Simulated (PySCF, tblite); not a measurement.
# C₅H₁₅NSi₂: infrared bands, NMR shifts, electronic excitations and core binding energies at several levels of theory, part 2 of 3

tblite 0.8.0 and PySCF 2.14.0. Atoms count from 0. Earlier steps stand in the parts before.

### Step 5. Nuclear shieldings: PBE0/pcSseg-1

The job: settings as JSON, then the geometry in Å.

```
{"job": {"kind": "nmr", "xc": "PBE0", "basis": "pcSseg-1"}, "charge": 0, "multiplicity": 1}
C      1.291582     2.153898     0.341062
N      0.783906     0.841217     0.024239
Si     1.712796    -0.618065     0.230770
Si     3.995192    -0.099413     0.382834
C     -0.644562     0.817664    -0.145026
C     -1.592635     0.967737     1.071849
C     -2.558938     0.007686     0.354216
C     -1.369294    -0.495443    -0.484462
H      0.971432     2.889085    -0.420840
H      0.943439     2.527822     1.324170
H      2.392015     2.166870     0.357810
H      1.519722    -1.548846    -0.926651
H      1.354991    -1.416911     1.456682
H      4.308399     0.678922     1.622463
H      4.454768     0.696654    -0.798542
H      4.769929    -1.379326     0.424616
H     -0.925127     1.580734    -0.898722
H     -1.949380     1.973317     1.341204
H     -1.144758     0.495589     1.961008
H     -3.291015     0.551130    -0.262455
H     -3.098936    -0.730252     0.964474
H     -1.519051    -0.747221    -1.544635
H     -0.892289    -1.356661     0.012160
```

Level: GIAO PBE0/pcSseg-1 NMR shielding, non-relativistic, gas phase.

The log of the run:

```text
coarse grid: 19040 points
cycle   1  E = -832.5748229799  dE =  5.806e-01  |g| = 3.903e-01  |ddm| = 4.193e+00
cycle   2  E = -832.5575050494  dE =  1.732e-02  |g| = 4.840e-01  |ddm| = 9.357e-01
cycle   3  E = -832.6141039826  dE = -5.660e-02  |g| = 6.671e-02  |ddm| = 5.903e-01
cycle   4  E = -832.6148066807  dE = -7.027e-04  |g| = 3.401e-02  |ddm| = 9.688e-02
cycle   5  E = -832.6150613874  dE = -2.547e-04  |g| = 6.108e-03  |ddm| = 3.650e-02
cycle   6  E = -832.6150683998  dE = -7.012e-06  |g| = 1.828e-03  |ddm| = 6.526e-03
final grid: 171464 points
cycle   7  E = -832.6611742777  dE = -4.156e-05  |g| = 8.838e-03  |ddm| = 3.551e-02
cycle   8  E = -832.6611602268  dE =  1.405e-05  |g| = 1.159e-02  |ddm| = 2.093e-02
cycle   9  E = -832.6611944219  dE = -3.420e-05  |g| = 8.168e-04  |ddm| = 1.220e-02
cycle  10  E = -832.6611945428  dE = -1.208e-07  |g| = 3.175e-04  |ddm| = 1.028e-03
cycle  11  E = -832.6611945627  dE = -1.990e-08  |g| = 6.800e-05  |ddm| = 3.234e-04
cycle  12  E = -832.6611945636  dE = -9.402e-10  |g| = 2.475e-05  |ddm| = 1.015e-04
converged SCF energy = -832.6611945636

GIAO shielding tensors (ppm)
atom      isotropic    diamagn.    paramagn.     s11        s22        s33       span
  0 C      144.882     242.797     -97.915    120.885    131.558    182.202     61.318
  1 N      236.590     329.007     -92.417    197.272    219.519    292.980     95.708
  2 Si     403.388     881.931    -478.543    344.601    384.358    481.207    136.606
  3 Si     460.027     880.550    -420.523    454.910    457.534    467.637     12.727
  4 C      125.892     243.568    -117.676    103.125    113.270    161.280     58.155
  5 C      153.186     253.102     -99.916    142.835    145.768    170.955     28.120
  6 C      167.785     252.991     -85.207    156.420    170.216    176.717     20.297
  7 C      152.346     248.880     -96.533    136.603    149.691    170.744     34.141
  8 H       29.050      28.991       0.059     25.137     26.093     35.921     10.784
  9 H       28.774      29.281      -0.507     24.452     26.618     35.252     10.800
 10 H       28.870      30.245      -1.376     22.874     29.784     33.951     11.077
 11 H       26.344      31.281      -4.937     22.134     25.653     31.246      9.112
 12 H       26.068      30.869      -4.801     21.831     25.331     31.042      9.211
 13 H       27.656      29.109      -1.453     24.418     26.122     32.427      8.010
 14 H       27.665      29.148      -1.483     24.353     25.934     32.709      8.357
 15 H       27.858      28.427      -0.569     24.722     25.188     33.663      8.940
 16 H       28.209      32.835      -4.627     24.125     28.541     31.960      7.835
 17 H       29.226      30.976      -1.750     24.825     27.275     35.578     10.753
 18 H       29.645      32.232      -2.587     27.202     28.980     32.754      5.552
 19 H       29.723      30.464      -0.741     26.299     26.944     35.927      9.628
 20 H       29.617      29.604       0.013     25.428     26.501     36.923     11.495
 21 H       29.107      31.380      -2.273     25.102     26.520     35.700     10.598
 22 H       29.001      32.705      -3.704     25.486     29.407     32.110      6.624
```

It took 1.8 min on 1 thread of Arm Neoverse N1, shared host; peak memory 1.1 GiB.

Shifts follow as δ = σ(reference) − σ, with reference shieldings (ppm) from runs at the same level and on the same kind of geometry: 1H TMS 31.27, 13C TMS 184.4, 29Si TMS 352.0, 15N NH3 265.7. The references are single molecules in the gas phase, so shifts against H2O, NH3, PH3, H3PO4 or CFCl3 are not on the usual liquid scales and can be off by tens of ppm. Atoms listed in one row are averaged.

```csv
atoms,environment,σ (ppm),δ (ppm),δ scaled to CDCl3
C4,sp3 CH bonded to N,125.9,58.5,56.3
C0,methyl carbon bonded to N,144.9,39.5,37.9
"C5, C7",sp3 CH2 in a ring,152.8,31.6,30.2
C6,sp3 CH2 in a ring,167.8,16.6,15.6
"H11, H12","hydrogen on a silicon bonded to N, Si",26.21,5.06,–
"H13, H14, H15",hydrogen on a silicon bonded to Si,27.73,3.54,–
H16,hydrogen on an sp3 CH bonded to N,28.21,3.06,3.11
"H8, H9, H10",hydrogen on a methyl carbon bonded to N,28.90,2.37,2.46
"H17, H21",hydrogen on an sp3 CH2 in a ring,29.17,2.10,2.21
"H18, H22",hydrogen on an sp3 CH2 in a ring,29.32,1.94,2.06
H20,hydrogen on an sp3 CH2 in a ring,29.62,1.65,1.78
H19,hydrogen on an sp3 CH2 in a ring,29.72,1.54,1.68
N1,"nitrogen bonded to 2 C, Si",236.6,29.1,–
Si2,"silicon bonded to N, Si, 2 H",403.4,-51.4,–
Si3,"silicon bonded to Si, 3 H",460.0,-108.0,–
```

The scaled column applies a straight-line fit of computed shieldings to shifts measured in CDCl3 (root-mean-square error 0.21 ppm for H, 2.0 ppm for C).

Charges from the same density, by scheme (e):

```csv
atoms,Mulliken,IAO,Hirshfeld,ESP fit
C0,-0.08,-0.28,-0.07,-0.14
N1,-0.78,-0.49,-0.17,-0.47
Si2,0.48,0.57,0.27,0.41
Si3,0.07,0.25,0.20,0.16
C4,-0.02,0.00,0.02,0.33
"C5, C7",-0.19,-0.27,-0.08,-0.20
C6,-0.23,-0.26,-0.07,-0.16
```

Mayer bond orders: C0–N1 0.97, N1–Si2 0.97, Si2–Si3 0.93, N1–C4 0.91, C4–C5 0.99, C5–C6 1.03, C6–C7 1.02, C7–C4 1.03.

Ring of atoms C4, C5, C6, C7: NICS(0) -3.8, NICS(1) -2.4, NICS(1)zz 2.0 ppm (means of both faces).

The fields below are evaluated on a grid from the run's orbitals.

Frontier orbitals at PBE0/pcSseg-1, with the share of their density that lies nearest to each atom:

```csv
orbital,energy (eV),lies on
HOMO,-6.26,"N1 55 %; C5 7 %; H9, H12 about 6 % each"
LUMO,0.31,"Si2, Si3 about 14 % each; H10, H15 about 11 % each; 4 H atoms about 9 % each"
```

ELF in a plane through or near 6 of the atoms.

Values, 10 rows by 14 columns:
```
0.00 0.00 0.00 0.00 0.00 0.00 0.00 0.00 0.00 0.00 0.00 0.00 0.00 0.00
0.00 0.00 0.00 0.00 0.00 0.00 0.01 0.00 0.00 0.00 0.00 0.00 0.00 0.00
0.00 0.00 0.00 0.00 0.08 0.19 0.32 0.09 0.00 0.02 0.00 0.00 0.00 0.00
0.00 0.00 0.01 0.02 0.56 1.00 0.43 0.16 0.05 0.24 0.02 0.00 0.00 0.00
0.00 0.00 0.15 0.44 0.09 0.14 0.82 0.66 0.70 0.23 0.39 0.73 0.00 0.00
0.00 0.01 0.32 0.14 0.32 0.39 0.90 0.55 0.79 0.47 0.92 0.93 0.02 0.00
0.00 0.06 0.82 0.61 0.76 0.11 0.08 0.03 0.83 0.77 0.36 0.07 0.00 0.00
0.00 0.07 0.98 0.94 0.06 0.83 0.95 0.03 0.98 0.20 0.02 0.00 0.00 0.00
0.00 0.00 0.07 0.07 0.00 0.25 0.42 0.00 0.04 0.00 0.00 0.00 0.00 0.00
0.00 0.00 0.00 0.00 0.00 0.00 0.00 0.00 0.00 0.00 0.00 0.00 0.00 0.00
```
The map spans 14.0 Å across and 9.8 Å up, centred on the molecule. Atoms in the plane (x, y in Å): C0 (-0.9, 1.7), N1 (-0.4, 0.4), C4 (1.1, 0.3), H10 (-2.0, 1.7), H19 (3.7, 0.0), H22 (1.3, -1.8).

log10 of the density (e/Å³) in the same plane.

Ten even steps from '0' (-4.0) to '9' (1.5):
```
0000000000000000000000000000
0000000000001100000000000000
0000000001122221000000000000
0000000012344432111100000000
0000000134455543222210000000
0000122345677654344321000000
0001223346779754444432100000
0012344446677766665443321000
0123455555567877776555431000
0123566665568977776676532000
0124567766667767777777532000
0124567766786656777776532000
0134566666786556777665421000
0124566555666556776543320000
0124455444666545665432210000
0012343333455434443221000000
0012222222343322322100000000
0000111111222211110000000000
0000000000111100000000000000
0000000000000000000000000000
```
The map spans 14.0 Å across and 9.8 Å up, centred on the molecule. Atoms in the plane (x, y in Å): C0 (-0.9, 1.7), N1 (-0.4, 0.4), C4 (1.1, 0.3), H10 (-2.0, 1.7), H19 (3.7, 0.0), H22 (1.3, -1.8).

On the surface of density 0.002 e/bohr³ the electrostatic potential runs, from the 1st to the 99th percentile, from -0.51 V near N1 to 0.74 V near H10.

### Step 6. Ultraviolet spectrum: CAM-B3LYP/def2-SVPD

Settings changed since step 5:

```diff
@@ -1,2 +1,2 @@
-{"job": {"kind": "nmr", "xc": "PBE0", "basis": "pcSseg-1"}, "charge": 0, "multiplicity": 1}
+{"job": {"kind": "uv", "xc": "CAM-B3LYP", "basis": "def2-SVPD", "ip": true}, "charge": 0, "multiplicity": 1}
 C      1.291582     2.153898     0.341062
```

With the program's defaults for keys left out, this is: TDDFT CAM-B3LYP/def2-SVPD, vertical, gas phase, core orbitals frozen in the response.

The log of the run:

```text
coarse grid: 19040 points
cycle   1  E = -832.6213554610  dE =  7.191e-01  |g| = 3.484e-01  |ddm| = 7.494e+00
cycle   2  E = -832.6333930387  dE = -1.204e-02  |g| = 3.171e-01  |ddm| = 1.167e+00
cycle   3  E = -832.6556846058  dE = -2.229e-02  |g| = 6.279e-02  |ddm| = 5.759e-01
cycle   4  E = -832.6564442904  dE = -7.597e-04  |g| = 2.837e-02  |ddm| = 1.255e-01
cycle   5  E = -832.6566399993  dE = -1.957e-04  |g| = 4.204e-03  |ddm| = 6.107e-02
cycle   6  E = -832.6566445259  dE = -4.527e-06  |g| = 9.290e-04  |ddm| = 1.351e-02
final grid: 171464 points
cycle   7  E = -832.7790205575  dE = -4.136e-05  |g| = 3.582e-03  |ddm| = 1.458e-01
cycle   8  E = -832.7790209112  dE = -3.537e-07  |g| = 3.535e-03  |ddm| = 2.200e-02
cycle   9  E = -832.7790241024  dE = -3.191e-06  |g| = 2.940e-04  |ddm| = 6.948e-03
cycle  10  E = -832.7790241154  dE = -1.298e-08  |g| = 2.155e-04  |ddm| = 1.120e-03
cycle  11  E = -832.7790241254  dE = -1.000e-08  |g| = 3.304e-05  |ddm| = 4.893e-04
cycle  12  E = -832.7790241257  dE = -2.888e-10  |g| = 9.292e-06  |ddm| = 8.911e-05
converged SCF energy = -832.7790241257

Static polarisability (au): isotropic 124.001, principal 104.143 117.709 150.152

Singlet excitations
state   eV       nm        f      main configurations
  1   5.7427    215.9   0.00082   H->L+2 0.45, H->L+1 0.31, H->L 0.18
  2   6.1051    203.1   0.01945   H->L 0.69
  3   6.3226    196.1   0.01579   H->L+1 0.31, H->L+2 0.27, H->L+3 0.24
  4   6.5297    189.9   0.01517   H->L+3 0.56, H->L+1 0.19, H->L+2 0.10
  5   6.6497    186.5   0.01088   H->L+4 0.55, H->L+5 0.24
  6   6.8631    180.7   0.00281   H->L+6 0.74, H->L+7 0.14
  7   7.0905    174.9   0.00616   H->L+7 0.37, H->L+5 0.19, H->L+4 0.17
  8   7.2650    170.7   0.01193   H->L+7 0.35, H->L+5 0.31
  9   7.2963    169.9   0.02362   H-1->L+2 0.49, H-1->L+1 0.33
 10   7.5657    163.9   0.03864   H-1->L+3 0.41, H->L+8 0.21, H-1->L+4 0.20

Triplet excitations (Tamm-Dancoff, eV): 5.5326 5.9226 6.1020 6.3834
Vertical ionisation energy (delta-SCF) = 8.0554 eV
```

Wall time 6.9 min (1 thread of Arm Neoverse N1, shared host); peak memory 1.5 GiB.

The orbitals next to the gap, with their largest atomic shares:

```csv
orbital,eV,atoms
HOMO−3,-10.50,"C7 17 %, C5 17 %, C6 16 %"
HOMO−2,-10.21,"C7 19 %, C4 18 %, C5 15 %"
HOMO−1,-9.36,"Si3 34 %, Si2 31 %, H11 6 %"
HOMO,-7.61,"N1 50 %, C0 8 %, Si2 8 %"
LUMO,1.12,"Si3 25 %, Si2 20 %, C0 7 %"
LUMO+1,1.28,"Si3 27 %, Si2 14 %, H14 10 %"
LUMO+2,1.41,"Si3 19 %, Si2 17 %, H15 10 %"
```

With each of the 10 states as a Gaussian band of 0.4 eV half-width at 1/e, the curve within the window shown has maxima at 194 nm (ε 2,000), 168 nm (ε 2,800) L/(mol cm). Beyond the last state computed it falls off for lack of states. The curve at chosen wavelengths:

```tsv
nm	ε (L/mol/cm)
158	1074
161	1821
165	2626
168	2818
171	2639
175	2113
178	1767
181	1601
185	1654
188	1795
191	1923
195	1978
198	1904
201	1738
204	1504
208	1138
211	866
214	626
218	376
221	244
224	152
228	77
231	45
234	26
238	12
241	7
```

Leading natural transition orbitals of singlet state 10: the hole lies on Si2, Si3 about 28 % each; H12, H15 about 9 % each; H11, H14 about 6 % each; the particle on Si3 21 %; H13, H14, H15 about 16 % each; H11, H12 about 10 % each.

Leading natural transition orbitals of singlet state 1: the hole lies on N1 59 %; H9, H12 about 7 % each; the particle on Si2 13 %; H11, H12 about 11 % each; H9, H10, H15 about 7 % each.

Further results of this job:

```csv
property,computed
dipole moment (D),1.27
polarisability (Å³),18.38
HOMO–LUMO gap (eV),8.73
−ε(HOMO) (eV),7.61
```

### Step 7. NMR shieldings: wB97X-D/pcSseg-1

Settings changed since step 6:

```diff
@@ -1,2 +1,2 @@
-{"job": {"kind": "uv", "xc": "CAM-B3LYP", "basis": "def2-SVPD", "ip": true}, "charge": 0, "multiplicity": 1}
+{"job": {"kind": "nmr", "xc": "wB97X-D", "basis": "pcSseg-1", "pop": false}, "charge": 0, "multiplicity": 1}
 C      1.291582     2.153898     0.341062
```

Method: GIAO wB97X-D/pcSseg-1 NMR shielding, non-relativistic, gas phase.

The log of the run:

```text
coarse grid: 19040 points
cycle   1  E = -833.0366374956  dE =  8.364e-01  |g| = 3.327e-01  |ddm| = 4.161e+00
cycle   2  E = -833.0536801824  dE = -1.704e-02  |g| = 2.671e-01  |ddm| = 5.486e-01
cycle   3  E = -833.0681538290  dE = -1.447e-02  |g| = 5.569e-02  |ddm| = 2.478e-01
cycle   4  E = -833.0688207447  dE = -6.669e-04  |g| = 2.254e-02  |ddm| = 8.121e-02
cycle   5  E = -833.0689399293  dE = -1.192e-04  |g| = 3.646e-03  |ddm| = 2.442e-02
cycle   6  E = -833.0689440143  dE = -4.085e-06  |g| = 1.036e-03  |ddm| = 6.981e-03
final grid: 171464 points
cycle   7  E = -833.1253209986  dE = -2.226e-04  |g| = 6.172e-03  |ddm| = 4.978e-02
cycle   8  E = -833.1253245468  dE = -3.548e-06  |g| = 5.681e-03  |ddm| = 1.423e-02
cycle   9  E = -833.1253311526  dE = -6.606e-06  |g| = 8.668e-04  |ddm| = 5.155e-03
cycle  10  E = -833.1253313312  dE = -1.786e-07  |g| = 3.795e-04  |ddm| = 1.559e-03
cycle  11  E = -833.1253313665  dE = -3.523e-08  |g| = 8.367e-05  |ddm| = 5.334e-04
cycle  12  E = -833.1253313686  dE = -2.161e-09  |g| = 2.115e-05  |ddm| = 1.521e-04
cycle  13  E = -833.1253313689  dE = -2.321e-10  |g| = 6.595e-06  |ddm| = 7.459e-05
converged SCF energy = -833.1253313689

GIAO shielding tensors (ppm)
atom      isotropic    diamagn.    paramagn.     s11        s22        s33       span
  0 C      145.095     242.511     -97.416    121.306    132.063    181.917     60.612
  1 N      239.512     329.392     -89.880    200.126    223.107    295.303     95.177
  2 Si     403.607     882.031    -478.425    345.250    383.977    481.593    136.343
  3 Si     458.980     880.252    -421.272    453.744    456.562    466.635     12.890
  4 C      127.144     243.965    -116.822    104.657    114.300    162.475     57.818
  5 C      153.462     253.344     -99.882    142.615    146.515    171.255     28.641
  6 C      168.203     253.005     -84.802    157.068    170.923    176.618     19.550
  7 C      153.093     249.090     -95.997    137.879    150.218    171.183     33.303
  8 H       29.171      29.156       0.015     25.215     26.263     36.034     10.820
  9 H       28.926      29.508      -0.582     24.591     26.811     35.376     10.785
 10 H       29.029      30.482      -1.452     23.080     29.864     34.144     11.064
 11 H       26.600      31.607      -5.007     22.447     25.893     31.460      9.012
 12 H       26.369      31.233      -4.864     22.198     25.641     31.267      9.069
 13 H       27.795      29.148      -1.353     24.552     26.287     32.545      7.993
 14 H       27.802      29.207      -1.405     24.486     26.108     32.811      8.325
 15 H       27.983      28.345      -0.361     24.838     25.317     33.795      8.957
 16 H       28.414      33.084      -4.671     24.259     28.786     32.195      7.936
 17 H       29.385      31.008      -1.623     25.039     27.413     35.703     10.664
 18 H       29.811      32.566      -2.755     27.357     29.093     32.984      5.628
 19 H       29.876      30.504      -0.629     26.423     27.066     36.138      9.715
 20 H       29.751      29.695       0.056     25.554     26.619     37.081     11.527
 21 H       29.265      31.498      -2.233     25.268     26.672     35.855     10.587
 22 H       29.177      33.123      -3.945     25.626     29.561     32.345      6.719
```

Wall time 1.8 min (1 thread of Arm Neoverse N1, shared host); peak memory 1.2 GiB.

This run: δ C4 57.4, C0 39.4, C5 31.3, C6 16.3, H11 4.90, H13 3.52 ppm (means over like atoms).

(Part 2 of 3 ends here.)
